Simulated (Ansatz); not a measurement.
# Si₂Ge₄H₁₄: small, medium and large basis sets

An exercise on one series of results from a longer session: the logs are not shown, and one member is left open.

Program: Ansatz 0.2.0, Gaussian basis. Level of theory: one geometry, several basis sets. These are calculated values, not measurements.

Plan: PBE0-D4/def2-SVP; ωB97M-V/def2-SVP; PBE0-D4/def2-QZVPP; ωB97M-V/def2-QZVPP; the functionals' def2-TZVPP values are taken from earlier runs.

### The geometry

All runs share one geometry, relaxed beforehand with PBE0-D4 in a triple-zeta def2 set.

SMILES `[GeH3][SiH2][GeH2][SiH2][GeH2][GeH3]`, 20 atoms, charge 0, spin multiplicity 1.

Atoms are counted from 1 here; the program's logs count them from 0.

Bond lengths: Ge1–Si2 2.380 Å, Ge1–H7 1.538 Å, Ge1–H8 1.539 Å, Ge1–H9 1.538 Å, Si2–Ge3 2.384 Å, Si2–H10 1.490 Å, Si2–H11 1.489 Å, Ge3–Si4 2.380 Å, Ge3–H12 1.541 Å, Ge3–H13 1.541 Å, Si4–Ge5 2.378 Å, Si4–H14 1.489 Å, Si4–H15 1.489 Å, Ge5–Ge6 2.425 Å, Ge5–H16 1.540 Å, Ge5–H17 1.541 Å, Ge6–H18 1.538 Å, Ge6–H19 1.538 Å and more. Angles: Si2–Ge1–H7 110.1°, Si2–Ge1–H8 110.3°, Si2–Ge1–H9 111.3°, H7–Ge1–H8 108.5°, H7–Ge1–H9 108.3°, H8–Ge1–H9 108.2°, Ge1–Si2–Ge3 112.5°, Ge1–Si2–H10 108.2°, Ge1–Si2–H11 109.5°, Ge3–Si2–H10 109.5°, Ge3–Si2–H11 109.2°, H10–Si2–H11 107.9°, Si2–Ge3–Si4 110.9°, Si2–Ge3–H12 109.6°, Si2–Ge3–H13 109.3°, Si4–Ge3–H12 109.8°, Si4–Ge3–H13 109.6°, H12–Ge3–H13 107.6° and more.

Set-up of the first run:

Contents of in.yaml:

```yaml
crystal:
  periodic: [false, false, false]
  atoms:
    - {symbol: Ge, position_ang: [-1.928956, 1.745231, -0.877350]}
    - {symbol: Si, position_ang: [-2.188778, -0.615485, -1.036681]}
    - {symbol: Ge, position_ang: [-0.109200, -1.743912, -1.327727]}
    - {symbol: Si, position_ang: [0.956747, -2.114277, 0.767628]}
    - {symbol: Ge, position_ang: [1.061669, -0.069858, 1.977567]}
    - {symbol: Ge, position_ang: [2.146784, 1.626303, 0.626978]}
    - {symbol: H, position_ang: [-1.152318, 2.275930, -2.093731]}
    - {symbol: H, position_ang: [-3.305802, 2.431574, -0.838590]}
    - {symbol: H, position_ang: [-1.161176, 2.138808, 0.395352]}
    - {symbol: H, position_ang: [-3.079830, -0.907212, -2.194297]}
    - {symbol: H, position_ang: [-2.855237, -1.125703, 0.193654]}
    - {symbol: H, position_ang: [-0.345862, -3.090650, -2.039314]}
    - {symbol: H, position_ang: [0.807325, -0.896140, -2.230529]}
    - {symbol: H, position_ang: [2.335562, -2.636074, 0.555819]}
    - {symbol: H, position_ang: [0.181652, -3.130379, 1.532292]}
    - {symbol: H, position_ang: [-0.368634, 0.385107, 2.323756]}
    - {symbol: H, position_ang: [1.832324, -0.245512, 3.299866]}
    - {symbol: H, position_ang: [3.648295, 1.312262, 0.513780]}
    - {symbol: H, position_ang: [1.549163, 1.635086, -0.790038]}
    - {symbol: H, position_ang: [1.976301, 3.024890, 1.241567]}
basis:
  gaussian: {orbitals: def2-SVP}
hamiltonian: {xc: pbe0, dispersion: d4}
output: {orbitals: {seedname: orbitals}}
```

Among the steps run: PBE0-D4 in def2-SVP; ωB97M-V in def2-SVP; PBE0-D4 in def2-QZVPP; ωB97M-V in def2-QZVPP.

One of the session's tables, all rows but one given; the rest of the session is left out.

It belongs to the step «Density functionals: the series». 

```
functional       basis  HOMO (eV)
   PBE0-D4    def2-SVP          ?
   PBE0-D4  def2-TZVPP      -7.74
   PBE0-D4  def2-QZVPP      -7.74
   ωB97M-V    def2-SVP      -9.67
   ωB97M-V  def2-TZVPP      -9.67
   ωB97M-V  def2-QZVPP      -9.66
```

**Question.** Estimate the row for PBE0-D4, def2-SVP.

As computed: HOMO (eV): -7.78. In the column «HOMO (eV)» it lies between ωB97M-V, def2-QZVPP (-9.66) and PBE0-D4, def2-TZVPP (-7.74).
